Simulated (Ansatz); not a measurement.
# Tl: the cost of one run

Computed with Ansatz 0.2.0 (DFT PBE, scalar-relativistic, plane waves, PAW, unless a step's input says otherwise).

2 further runs of the same task are left out: 1 that didn't finish, 1 set aside as unsound or not needed.

### 1 Starting point

It takes space group P6/mmm (No. 191, hexagonal). Conventional cell: a = 3.969 Å, b = 3.969 Å, c = 17.000 Å, α = 90.00°, β = 90.00°, γ = 120.00°. Tl (site symmetry 6mm) is surrounded by 1 Tl at 2.83 Å.

As a file:

```
Tl
1.0
     3.96864    0.00000    0.00000
    -1.98432    3.43694    0.00000
     0.00000    0.00000   17.00000
Tl
2
Direct
  0.00000 0.00000 0.41671
  0.00000 0.00000 0.58329
```

A structure generator made this guess: random sheet by layer group and Wyckoff sites. Lengths come from tabulated atomic sizes and are only a guess.

It is a sheet, periodic along a and b, with vacuum along c; volumes and pressures of the box carry no meaning, and space groups named for it are those of the box.

### 2 Probe: one point on a coarse mesh

Contents of input.yaml:

```yaml
crystal:
  lattice:
    - [3.968637, 0.0, 0.0]
    - [-1.984318, 3.43694, 0.0]
    - [0.0, 0.0, 17.0]
  atoms:
    - { symbol: Tl, position: [0.0, 0.0, 0.41671274] }
    - { symbol: Tl, position: [0.0, 0.0, 0.58328726] }
  periodic: [true, true, false]
basis:
  ecutwfc: 420
kpoints:
  mp_grid: { grid: [6, 6, 1] }
hamiltonian:
  xc: pbe
scf:
  occupations: { method: gaussian, width: 0.1 }
  lower_state_search: "off"
output:
  forces: true
  stress: true
  eigenvalues: true
```

Started as:

```sh
ansatz run input.yaml --threads 1 --pin off --max-ram 2048MiB --backend cpu --events-out ev --progress --plain --runs-dir out
```

**Question.** How long does this run take on 1 thread of Arm Neoverse V2, shared host, and how much memory does it need?

About 3.2 s, with a peak of 0.53 GiB.
